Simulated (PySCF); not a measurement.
# C₃H₁₁AsBN: runs on many settings

Which settings matter for C₃H₁₁AsBN (`CNB(C)[AsH]C`)?

Programs: PySCF 2.14.0, with density-fitted response routines of our own. Each step states its level of theory. These are calculated values for one molecule in the gas phase, unless marked as measured. Atoms are numbered from 0 throughout.

### Step 1. The molecule as given

17 atoms, charge 0, multiplicity 1; geometry from: GFN2-xTB.

Bonds of the start (Å): C0–N1 1.44, N1–B2 1.38, B2–C3 1.59, B2–As4 2.05, As4–C5 1.99, C0–H6 1.09, C0–H7 1.09, C0–H8 1.09, N1–H9 1.01, C3–H10 1.09, C3–H11 1.09, C3–H12 1.09, As4–H13 1.51, C5–H14 1.09, C5–H15 1.09, C5–H16 1.09.

### Step 2. Ultraviolet spectrum: HSE06/def2-SVPD

What the job is given:

```
{"job": {"kind": "uv", "xc": "HSE06", "basis": "def2-SVPD", "nstates": 25, "ntriplets": 0, "tda": false, "grid": 4, "scf": {"aux": "def2-qzvpp-jkfit"}}, "charge": 0, "multiplicity": 1}
C     -1.335082    -1.758160    -0.460096
N     -1.379064    -0.393154     0.010257
B     -0.454085     0.613630    -0.191972
C     -0.758351     2.047303     0.418766
As     1.265830     0.251825    -1.242394
C      2.217947    -0.630189     0.267462
H     -2.237155    -2.002695    -1.027838
H     -1.255642    -2.461075     0.375521
H     -0.468923    -1.888942    -1.111532
H     -2.215020    -0.210792     0.551344
H      0.003650     2.327548     1.147516
H     -1.725604     2.119558     0.917044
H     -0.730331     2.813360    -0.357359
H      1.858164     1.611580    -0.957392
H      2.060309    -0.104600     1.207031
H      1.858094    -1.653053     0.378737
H      3.288266    -0.670114     0.064996
```

Method: TDDFT HSE06/def2-SVPD, vertical, gas phase, core orbitals frozen in the response.

Launch:

```bash
> OMP_NUM_THREADS=1 python probes_run.py task.json out
```

This one command runs all jobs of the session in turn.

Log:

```text
final grid: 344784 points
cycle   1  E = -2435.4786848138  dE = -4.457e-01  |g| = 5.032e-01  |ddm| = 6.495e+00
cycle   2  E = -2435.4500923064  dE =  2.859e-02  |g| = 5.941e-01  |ddm| = 1.610e+00
cycle   3  E = -2435.5420498119  dE = -9.196e-02  |g| = 6.998e-02  |ddm| = 8.086e-01
cycle   4  E = -2435.5434240867  dE = -1.374e-03  |g| = 2.566e-02  |ddm| = 1.622e-01
cycle   5  E = -2435.5435826432  dE = -1.586e-04  |g| = 9.169e-03  |ddm| = 4.723e-02
cycle   6  E = -2435.5435996769  dE = -1.703e-05  |g| = 2.643e-03  |ddm| = 1.305e-02
cycle   7  E = -2435.5436014724  dE = -1.795e-06  |g| = 5.050e-04  |ddm| = 4.492e-03
cycle   8  E = -2435.5436015234  dE = -5.104e-08  |g| = 1.074e-04  |ddm| = 9.637e-04
cycle   9  E = -2435.5436015185  dE =  4.891e-09  |g| = 5.017e-05  |ddm| = 2.184e-04
cycle  10  E = -2435.5436015267  dE = -8.228e-09  |g| = 8.487e-06  |ddm| = 8.354e-05
cycle  11  E = -2435.5436015268  dE = -2.001e-11  |g| = 1.957e-06  |ddm| = 2.525e-05
converged SCF energy = -2435.5436015268

Static polarisability (au): isotropic 94.009, principal 81.892 96.985 103.151

Singlet excitations
state   eV       nm        f      main configurations
  1   5.0397    246.0   0.02302   H->L 0.97
  2   5.5755    222.4   0.01786   H->L+1 0.97
  3   6.2888    197.2   0.06000   H->L+2 0.92
  4   6.5363    189.7   0.02288   H->L+3 0.85, H->L+4 0.10
  5   6.6905    185.3   0.01277   H-1->L 0.57, H->L+4 0.16, H-1->L+1 0.14
  6   6.7154    184.6   0.06905   H->L+4 0.68, H-1->L 0.15, H->L+3 0.08
  7   6.7974    182.4   0.02958   H-1->L+1 0.51, H->L+5 0.32
  8   6.9095    179.4   0.06124   H->L+5 0.50, H-1->L+1 0.18, H-2->L 0.13
  9   7.1123    174.3   0.08970   H-2->L 0.60, H-1->L 0.12, H-1->L+1 0.10
 10   7.1669    173.0   0.10999   H->L+6 0.88
 11   7.4900    165.5   0.07767   H-2->L+1 0.77
 12   7.5796    163.6   0.05740   H->L+7 0.84
 13   7.6751    161.5   0.04183   H-1->L+2 0.77
 14   7.8675    157.6   0.03660   H->L+8 0.46, H-3->L 0.31, H-1->L+3 0.10
 15   7.8883    157.2   0.04859   H-1->L+3 0.76, H-3->L 0.12
 16   7.9339    156.3   0.03036   H->L+8 0.48, H-3->L 0.32
 17   8.0912    153.2   0.03496   H-2->L+2 0.53, H-1->L+5 0.26
 18   8.1360    152.4   0.00756   H->L+9 0.76
 19   8.1667    151.8   0.04888   H->L+10 0.58, H-1->L+4 0.23
 20   8.1968    151.3   0.00103   H-1->L+5 0.42, H-2->L+2 0.19, H-1->L+4 0.13
 21   8.2562    150.2   0.04098   H->L+11 0.29, H-1->L+4 0.29, H-4->L 0.13
 22   8.2841    149.7   0.05659   H-4->L 0.30, H-1->L+4 0.20, H->L+11 0.18
 23   8.3629    148.3   0.02168   H-4->L 0.34, H->L+11 0.33, H-3->L+1 0.10
 24   8.4251    147.2   0.04529   H-3->L+1 0.80
 25   8.4977    145.9   0.00283   H-2->L+3 0.88
```

It took 1.9 min on 1 thread of Arm Neoverse V2, shared host; peak memory 1 GiB.

The orbitals next to the gap, with their largest atomic shares:

| orbital | eV | atoms |
| --- | --- | --- |
| HOMO−3 | -8.72 | As4 34 %, H13 24 %, C5 23 % |
| HOMO−2 | -7.91 | As4 31 %, B2 18 %, C5 13 % |
| HOMO−1 | -7.37 | N1 45 %, B2 13 %, C0 11 % |
| HOMO | -5.94 | As4 58 %, B2 12 %, C5 9 % |
| LUMO | -0.36 | B2 22 %, As4 21 %, C5 16 % |
| LUMO+1 | -0.04 | B2 33 %, C0 10 %, H9 10 % |
| LUMO+2 | 0.70 | As4 25 %, B2 15 %, H13 10 % |

With each of the 25 states as a Gaussian band of 0.4 eV half-width at 1/e, the curve within the window shown has maxima at 240 nm (ε 1,100), 174 nm (ε 14,000), 155 nm (ε 13,000) L/(mol cm). Beyond the last state computed it falls off for lack of states. The curve at chosen wavelengths:

(nm, ε (L/mol/cm)): (141, 2092), (147, 9049), (152, 13136), (158, 13202), (163, 12887), (169, 13578), (174, 14166), (180, 12929), (185, 10499), (191, 7369), (196, 5191), (202, 3150), (207, 1958), (213, 1206), (218, 1007), (224, 989), (229, 1023), (235, 1074), (240, 1098), (246, 1054), (251, 936), (257, 721), (262, 527), (268, 325), (273, 200), (279, 102)

Further results of this job:

| property | computed |
| --- | --- |
| dipole moment (D) | 2.45 |
| polarisability (Å³) | 13.93 |
| HOMO–LUMO gap (eV) | 5.57 |
| −ε(HOMO) (eV) | 5.94 |

### Step 3. Nuclear shieldings: KT3/def2-SVPD

Same as in step 2 but for these lines:

```diff
@@ -1,2 +1,2 @@
-{"job": {"kind": "uv", "xc": "HSE06", "basis": "def2-SVPD", "nstates": 25, "ntriplets": 0, "tda": false, "grid": 4, "scf": {"aux": "def2-qzvpp-jkfit"}}, "charge": 0, "multiplicity": 1}
+{"job": {"kind": "nmr", "xc": "KT3", "basis": "def2-SVPD", "pop": true, "scf": {"aux": "def2-universal-jkfit"}}, "charge": 0, "multiplicity": 1}
 C     -1.335082    -1.758160    -0.460096
```

Level: GIAO KT3/def2-SVPD NMR shielding, non-relativistic, gas phase.

Log:

```text
final grid: 127992 points
cycle   1  E = -2447.5562961338  dE = -5.095e-01  |g| = 6.233e-01  |ddm| = 7.411e+00
cycle   2  E = -2447.4053005112  dE =  1.510e-01  |g| = 9.581e-01  |ddm| = 2.668e+00
cycle   3  E = -2447.6646254159  dE = -2.593e-01  |g| = 1.160e-01  |ddm| = 1.563e+00
cycle   4  E = -2447.6682937627  dE = -3.668e-03  |g| = 4.120e-02  |ddm| = 2.847e-01
cycle   5  E = -2447.6686283379  dE = -3.346e-04  |g| = 1.528e-02  |ddm| = 6.932e-02
cycle   6  E = -2447.6686880899  dE = -5.975e-05  |g| = 5.175e-03  |ddm| = 2.979e-02
cycle   7  E = -2447.6686945611  dE = -6.471e-06  |g| = 8.037e-04  |ddm| = 8.481e-03
cycle   8  E = -2447.6686947254  dE = -1.643e-07  |g| = 3.144e-04  |ddm| = 1.872e-03
cycle   9  E = -2447.6686947497  dE = -2.429e-08  |g| = 1.258e-04  |ddm| = 6.277e-04
cycle  10  E = -2447.6686947547  dE = -5.085e-09  |g| = 2.511e-05  |ddm| = 2.604e-04
cycle  11  E = -2447.6686947549  dE = -1.492e-10  |g| = 1.261e-05  |ddm| = 8.301e-05
converged SCF energy = -2447.6686947549

GIAO shielding tensors (ppm)
atom      isotropic    diamagn.    paramagn.     s11        s22        s33       span
  0 C      156.935     241.941     -85.006    139.952    141.523    189.329     49.377
  1 N      154.420     286.392    -131.972     71.482    189.680    202.097    130.616
  2 B       64.022     218.530    -154.508     31.283     48.051    112.732     81.448
  3 C      180.940     261.806     -80.866    167.749    176.429    198.642     30.893
  4 As    1809.831    2899.980   -1090.149   1722.703   1789.597   1917.194    194.490
  5 C      189.777     249.221     -59.445    180.905    192.618    195.807     14.902
  6 H       28.824      24.345       4.478     24.550     26.501     35.421     10.871
  7 H       28.821      27.522       1.300     25.240     26.382     34.842      9.602
  8 H       28.429      37.389      -8.960     23.539     29.793     31.955      8.416
  9 H       27.296      40.383     -13.087     21.116     27.724     33.047     11.930
 10 H       31.102      32.561      -1.459     27.234     30.635     35.437      8.203
 11 H       31.769      32.159      -0.390     27.773     29.841     37.692      9.919
 12 H       31.171      26.592       4.579     27.257     30.476     35.780      8.523
 13 H       29.295      32.126      -2.831     23.100     25.435     39.351     16.251
 14 H       30.629      35.119      -4.490     24.592     29.139     38.157     13.565
 15 H       31.237      35.680      -4.443     25.902     29.678     38.132     12.230
 16 H       30.998      29.602       1.396     25.557     27.872     39.565     14.008
```

It took 43 s on 1 thread of Arm Neoverse V2, shared host; peak memory 0.93 GiB.

Shifts follow as δ = σ(reference) − σ, with reference shieldings (ppm) from runs at the same level and on the same kind of geometry: ¹H TMS 31.96, ¹³C TMS 191.9, ¹⁵N NH3 266.1. The references are single molecules in the gas phase, so shifts against H2O, NH3, PH3, H3PO4 or CFCl3 are not on the usual liquid scales and can be off by tens of ppm. Atoms listed in one row are averaged.

| atoms | environment | σ (ppm) | δ (ppm) |
| --- | --- | --- | --- |
| C0 | methyl carbon bonded to N | 156.9 | 34.9 |
| C3 | methyl carbon bonded to B | 180.9 | 10.9 |
| C5 | methyl carbon bonded to As | 189.8 | 2.1 |
| H9 | hydrogen on a nitrogen bonded to C, B | 27.30 | 4.67 |
| H6, H7, H8 | hydrogen on a methyl carbon bonded to N | 28.69 | 3.27 |
| H13 | hydrogen on an arsenic bonded to C, B | 29.30 | 2.67 |
| H14, H15, H16 | hydrogen on a methyl carbon bonded to As | 30.95 | 1.01 |
| H10, H11, H12 | hydrogen on a methyl carbon bonded to B | 31.35 | 0.61 |
| N1 | nitrogen bonded to C, B, H | 154.4 | 111.7 |
| B2 | boron bonded to C, As, N | 64.0 | – |
| As4 | arsenic bonded to C, B, H | 1810 | – |

Charges from the same density, by scheme (e):

| atoms | IAO | Hirshfeld | ESP fit |
| --- | --- | --- | --- |
| C0 | -0.29 | -0.04 | -0.18 |
| N1 | -0.35 | -0.14 | -0.50 |
| B2 | 0.08 | 0.09 | 0.62 |
| C3 | -0.56 | -0.17 | -0.84 |
| As4 | 0.19 | 0.06 | -0.35 |
| C5 | -0.57 | -0.14 | -0.07 |

Mulliken charges and Mayer bond orders break down with diffuse functions, so they are left out here.

With diffuse functions Mulliken charges and Mayer bond orders lose their meaning; the other schemes are steadier.

### Step 4. Nuclear shieldings: CAM-B3LYP/pcSseg-1

Same as in step 3 but for these lines:

```diff
@@ -1,2 +1,2 @@
-{"job": {"kind": "nmr", "xc": "KT3", "basis": "def2-SVPD", "pop": true, "scf": {"aux": "def2-universal-jkfit"}}, "charge": 0, "multiplicity": 1}
+{"job": {"kind": "nmr", "xc": "CAM-B3LYP", "basis": "pcSseg-1", "pop": true, "scf": {"guess": "sap"}}, "charge": 0, "multiplicity": 1}
 C     -1.335082    -1.758160    -0.460096
```

Level: GIAO CAM-B3LYP/pcSseg-1 NMR shielding, non-relativistic, gas phase.

Log:

```text
final grid: 127992 points
cycle   1  E = -2413.1942538980  dE =  1.829e+01  |g| = 6.577e+00  |ddm| = 2.828e+01
cycle   2  E = -2211.3507303763  dE =  2.018e+02  |g| = 2.337e+01  |ddm| = 3.405e+01
cycle   3  E = -2396.5414554919  dE = -1.852e+02  |g| = 9.594e+00  |ddm| = 1.724e+01
cycle   4  E = -2431.4554221137  dE = -3.491e+01  |g| = 4.046e+00  |ddm| = 9.634e+00
cycle   5  E = -2434.4883340240  dE = -3.033e+00  |g| = 2.182e+00  |ddm| = 7.089e+00
cycle   6  E = -2436.1187077893  dE = -1.630e+00  |g| = 5.796e-01  |ddm| = 2.382e+00
cycle   7  E = -2436.1928398051  dE = -7.413e-02  |g| = 3.136e-01  |ddm| = 7.997e-01
cycle   8  E = -2436.2144793816  dE = -2.164e-02  |g| = 8.573e-02  |ddm| = 2.717e-01
cycle   9  E = -2436.2161858841  dE = -1.707e-03  |g| = 2.210e-02  |ddm| = 8.200e-02
cycle  10  E = -2436.2163335765  dE = -1.477e-04  |g| = 6.495e-03  |ddm| = 2.847e-02
cycle  11  E = -2436.2163483229  dE = -1.475e-05  |g| = 2.264e-03  |ddm| = 9.550e-03
cycle  12  E = -2436.2163508068  dE = -2.484e-06  |g| = 5.131e-04  |ddm| = 4.678e-03
cycle  13  E = -2436.2163509761  dE = -1.693e-07  |g| = 1.758e-04  |ddm| = 1.278e-03
cycle  14  E = -2436.2163509936  dE = -1.749e-08  |g| = 9.196e-05  |ddm| = 4.937e-04
cycle  15  E = -2436.2163509963  dE = -2.669e-09  |g| = 3.054e-05  |ddm| = 1.314e-04
cycle  16  E = -2436.2163509967  dE = -4.575e-10  |g| = 8.826e-06  |ddm| = 7.228e-05
converged SCF energy = -2436.2163509967

GIAO shielding tensors (ppm)
atom      isotropic    diamagn.    paramagn.     s11        s22        s33       span
  0 C      148.309     244.290     -95.981    129.605    132.807    182.514     52.909
  1 N      137.106     320.795    -183.690     36.177    183.706    191.434    155.256
  2 B       47.502     192.361    -144.859     11.834     24.013    106.659     94.825
  3 C      172.750     251.277     -78.527    158.096    166.863    193.291     35.194
  4 As    1698.367    2877.510   -1179.143   1596.191   1676.797   1822.114    225.923
  5 C      186.476     247.340     -60.864    176.651    189.840    192.937     16.286
  6 H       28.785      27.713       1.072     24.219     26.462     35.673     11.454
  7 H       28.778      29.322      -0.543     24.963     26.253     35.119     10.156
  8 H       28.442      30.663      -2.221     23.342     30.148     31.837      8.495
  9 H       27.326      32.857      -5.531     20.320     27.802     33.857     13.537
 10 H       30.907      31.732      -0.824     26.759     30.197     35.766      9.007
 11 H       31.657      31.427       0.231     27.180     29.766     38.025     10.845
 12 H       30.991      30.503       0.488     26.746     30.028     36.198      9.452
 13 H       29.336      31.916      -2.580     22.791     25.262     39.957     17.166
 14 H       30.594      31.576      -0.983     24.240     29.097     38.444     14.204
 15 H       31.148      31.187      -0.038     25.423     29.450     38.571     13.147
 16 H       30.912      28.715       2.198     24.976     27.605     40.156     15.181
```

Wall time 39 s (1 thread of Arm Neoverse V2, shared host); peak memory 1.1 GiB.

In short: δ C0 36.8, C3 12.3, C5 -1.4, N1 132.3, H9 4.45, H6 3.11 ppm (means over like atoms).

### Step 5. NMR shieldings: PBE0/pcSseg-1

Same as in step 4 but for these lines:

```diff
@@ -1,2 +1,2 @@
-{"job": {"kind": "nmr", "xc": "CAM-B3LYP", "basis": "pcSseg-1", "pop": true, "scf": {"guess": "sap"}}, "charge": 0, "multiplicity": 1}
+{"job": {"kind": "nmr", "xc": "PBE0", "basis": "pcSseg-1", "pop": true, "scf": {"level_shift": 0.2, "conv": 1e-06}}, "charge": 0, "multiplicity": 1}
 C     -1.335082    -1.758160    -0.460096
```

With the program's defaults for keys left out, this is: GIAO PBE0/pcSseg-1 NMR shielding, non-relativistic, gas phase.

Log:

```text
final grid: 127992 points
cycle   1  E = -2435.6354325098  dE = -4.934e-01  |g| = 7.072e-01  |ddm| = 3.530e+00
cycle   2  E = -2435.6644285618  dE = -2.900e-02  |g| = 4.376e-01  |ddm| = 4.999e-01
cycle   3  E = -2435.6824956178  dE = -1.807e-02  |g| = 5.734e-02  |ddm| = 2.793e-01
cycle   4  E = -2435.6829516450  dE = -4.560e-04  |g| = 2.030e-02  |ddm| = 6.320e-02
cycle   5  E = -2435.6830511251  dE = -9.948e-05  |g| = 4.685e-03  |ddm| = 2.073e-02
cycle   6  E = -2435.6830599162  dE = -8.791e-06  |g| = 1.498e-03  |ddm| = 9.571e-03
cycle   7  E = -2435.6830610186  dE = -1.102e-06  |g| = 6.834e-04  |ddm| = 3.914e-03
cycle   8  E = -2435.6830612429  dE = -2.243e-07  |g| = 1.895e-04  |ddm| = 1.906e-03
level shift removed, Fock matrix diagonalised once more
converged SCF energy = -2435.6830612429

GIAO shielding tensors (ppm)
atom      isotropic    diamagn.    paramagn.     s11        s22        s33       span
  0 C      149.607     245.545     -95.938    130.762    134.352    183.708     52.946
  1 N      135.672     321.109    -185.436     34.344    180.959    191.715    157.371
  2 B       51.520     192.505    -140.985     17.229     29.602    107.729     90.500
  3 C      174.057     252.786     -78.729    160.008    167.822    194.341     34.333
  4 As    1735.547    2878.022   -1142.475   1632.246   1721.539   1852.855    220.610
  5 C      187.304     248.330     -61.026    177.271    191.073    193.568     16.297
  6 H       28.700      27.696       1.004     24.128     26.299     35.673     11.545
  7 H       28.695      29.254      -0.559     24.853     26.124     35.109     10.256
  8 H       28.347      30.540      -2.193     23.218     30.036     31.788      8.570
  9 H       27.139      32.829      -5.690     20.197     27.543     33.676     13.479
 10 H       30.819      31.714      -0.894     26.600     30.099     35.759      9.158
 11 H       31.552      31.439       0.113     27.084     29.550     38.021     10.938
 12 H       30.891      30.547       0.344     26.601     29.903     36.170      9.569
 13 H       29.185      31.823      -2.638     22.594     25.036     39.924     17.331
 14 H       30.474      31.325      -0.851     24.022     28.913     38.487     14.465
 15 H       31.039      30.986       0.054     25.246     29.305     38.567     13.322
 16 H       30.810      28.733       2.076     24.785     27.450     40.193     15.408
```

It took 24 s on 1 thread of Arm Neoverse V2, shared host; peak memory 0.98 GiB.

Key values: δ C0 37.3, C3 12.9, C5 -0.4, N1 132.1, H9 4.58, H6 3.14 ppm (means over like atoms).

### Step 6. Nuclear shieldings: LDA/pcSseg-1

Same as in step 5 but for these lines:

```diff
@@ -1,2 +1,2 @@
-{"job": {"kind": "nmr", "xc": "PBE0", "basis": "pcSseg-1", "pop": true, "scf": {"level_shift": 0.2, "conv": 1e-06}}, "charge": 0, "multiplicity": 1}
+{"job": {"kind": "nmr", "xc": "LDA", "basis": "pcSseg-1", "pop": false, "scf": {"guess": "huckel", "level_shift": 0.3}}, "charge": 0, "multiplicity": 1}
 C     -1.335082    -1.758160    -0.460096
```

With the program's defaults for keys left out, this is: GIAO LDA/pcSseg-1 NMR shielding, non-relativistic, gas phase.

Log:

```text
final grid: 127992 points
cycle   1  E = -2429.9575163754  dE = -1.670e+00  |g| = 2.265e+00  |ddm| = 3.763e+00
cycle   2  E = -2430.3634540199  dE = -4.059e-01  |g| = 1.653e+00  |ddm| = 2.448e+00
cycle   3  E = -2431.0225505796  dE = -6.591e-01  |g| = 3.992e-01  |ddm| = 9.284e-01
cycle   4  E = -2431.0666655273  dE = -4.411e-02  |g| = 1.110e-01  |ddm| = 3.370e-01
cycle   5  E = -2431.0682897685  dE = -1.624e-03  |g| = 2.271e-02  |ddm| = 1.151e-01
cycle   6  E = -2431.0684901473  dE = -2.004e-04  |g| = 1.110e-02  |ddm| = 5.030e-02
cycle   7  E = -2431.0685319523  dE = -4.180e-05  |g| = 3.541e-03  |ddm| = 1.883e-02
cycle   8  E = -2431.0685383982  dE = -6.446e-06  |g| = 1.606e-03  |ddm| = 7.867e-03
cycle   9  E = -2431.0685397546  dE = -1.356e-06  |g| = 6.983e-04  |ddm| = 3.820e-03
cycle  10  E = -2431.0685401052  dE = -3.506e-07  |g| = 3.321e-04  |ddm| = 1.897e-03
cycle  11  E = -2431.0685402056  dE = -1.004e-07  |g| = 1.796e-04  |ddm| = 1.012e-03
cycle  12  E = -2431.0685402354  dE = -2.980e-08  |g| = 8.845e-05  |ddm| = 5.600e-04
cycle  13  E = -2431.0685402441  dE = -8.710e-09  |g| = 5.148e-05  |ddm| = 3.131e-04
cycle  14  E = -2431.0685402469  dE = -2.816e-09  |g| = 3.111e-05  |ddm| = 1.746e-04
cycle  15  E = -2431.0685402479  dE = -9.268e-10  |g| = 1.927e-05  |ddm| = 9.927e-05
level shift removed, Fock matrix diagonalised once more
converged SCF energy = -2431.0685402479

GIAO shielding tensors (ppm)
atom      isotropic    diamagn.    paramagn.     s11        s22        s33       span
  0 C      145.272     247.245    -101.974    123.942    128.685    183.188     59.246
  1 N      125.002     320.419    -195.417     22.324    169.354    183.329    161.005
  2 B       43.014     194.089    -151.075      5.552     21.415    102.075     96.523
  3 C      170.357     253.046     -82.689    154.309    163.621    193.140     38.831
  4 As    1667.569    2876.630   -1209.061   1554.439   1668.604   1779.664    225.225
  5 C      184.473     249.237     -64.765    172.958    188.631    191.829     18.871
  6 H       28.184      27.419       0.766     23.630     25.843     35.080     11.450
  7 H       28.152      29.027      -0.875     24.353     25.627     34.476     10.123
  8 H       27.739      30.363      -2.624     22.756     29.229     31.233      8.477
  9 H       26.384      32.332      -5.947     19.672     26.932     32.549     12.876
 10 H       30.352      31.291      -0.938     26.166     29.652     35.239      9.073
 11 H       31.177      31.028       0.149     26.887     29.068     37.577     10.690
 12 H       30.421      30.137       0.284     26.195     29.455     35.612      9.417
 13 H       28.449      30.721      -2.272     21.921     24.458     38.969     17.048
 14 H       29.962      31.117      -1.156     23.418     28.465     38.002     14.584
 15 H       30.571      30.769      -0.198     24.766     28.970     37.976     13.210
 16 H       30.370      28.258       2.112     24.327     27.115     39.667     15.339
```

It took 27 s on 1 thread of Arm Neoverse V2, shared host; peak memory 0.86 GiB.

In short: δ C0 38.0, C3 13.0, C5 -1.2, N1 148.9, H9 4.89, H6 3.25 ppm (means over like atoms).

### Step 7. Comparing the runs: NMR shifts

Shifts (ppm) of some atoms, chosen among heavy atoms and hydrogens apart, means over like atoms, with basis size and wall time:

| run | C0 | C3 | C5 | H9 | H6 | H13 | N1 | functions | time |
| --- | --- | --- | --- | --- | --- | --- | --- | --- | --- |
| KT3/def2-SVPD | 34.9 | 10.9 | 2.1 | 4.67 | 3.27 | 2.67 | 111.7 | 226 | 43 s |
| CAM-B3LYP/pcSseg-1 | 36.8 | 12.3 | -1.4 | 4.45 | 3.11 | 2.44 | 132.3 | 181 | 39 s |
| PBE0/pcSseg-1 | 37.3 | 12.9 | -0.4 | 4.58 | 3.14 | 2.53 | 132.1 | 181 | 24 s |
| LDA/pcSseg-1 | 38.0 | 13.0 | -1.2 | 4.89 | 3.25 | 2.83 | 148.9 | 181 | 27 s |

### Step 8. What came out

| quantity | value |
| --- | --- |
| lowest singlet (HSE06/def2-SVPD) | 5.04 eV (246 nm), f = 0.023 |
| brightest single state of those computed | state 10, 7.17 eV, f = 0.110 |
| ¹³C shifts against TMS (KT3/def2-SVPD) | 34.9, 10.9, 2.1 ppm |
| ¹H shifts against TMS (KT3/def2-SVPD, means over atoms taken as alike) | 4.67, 3.27, 2.67, 1.01, 0.61 ppm |
| ¹⁵N shifts against NH3 (KT3/def2-SVPD) | 111.7 ppm |
| shieldings of B, As (KT3/def2-SVPD) | B2 64.0, As4 1809.8 ppm |
| range of the shift of N1 | 111.7 to 148.9 ppm |

Single values in the summary come from the first run of each kind that ended normally (HSE06/def2-SVPD; KT3/def2-SVPD), which need not be the best level. The first singlet state (HOMO→LUMO 0.97) lies at 5.04 eV and is weak; of the 25 states computed, the strongest absorption comes from state 10 at 7.17 eV. States above −ε(HOMO) lie where TDDFT describes them poorly and they hang on the basis; the brightest is among them. At KT3/def2-SVPD: The largest span, 194 ppm, is at As4, where the paramagnetic term is -1090 ppm. Among the atoms with a shift in every run: Across the 4 runs the shift of N1 moves most, between 111.7 (KT3/def2-SVPD) and 148.9 ppm (LDA/pcSseg-1). Spin-orbit coupling is left out, which matters for shieldings and couplings at and beside the heavy atoms.
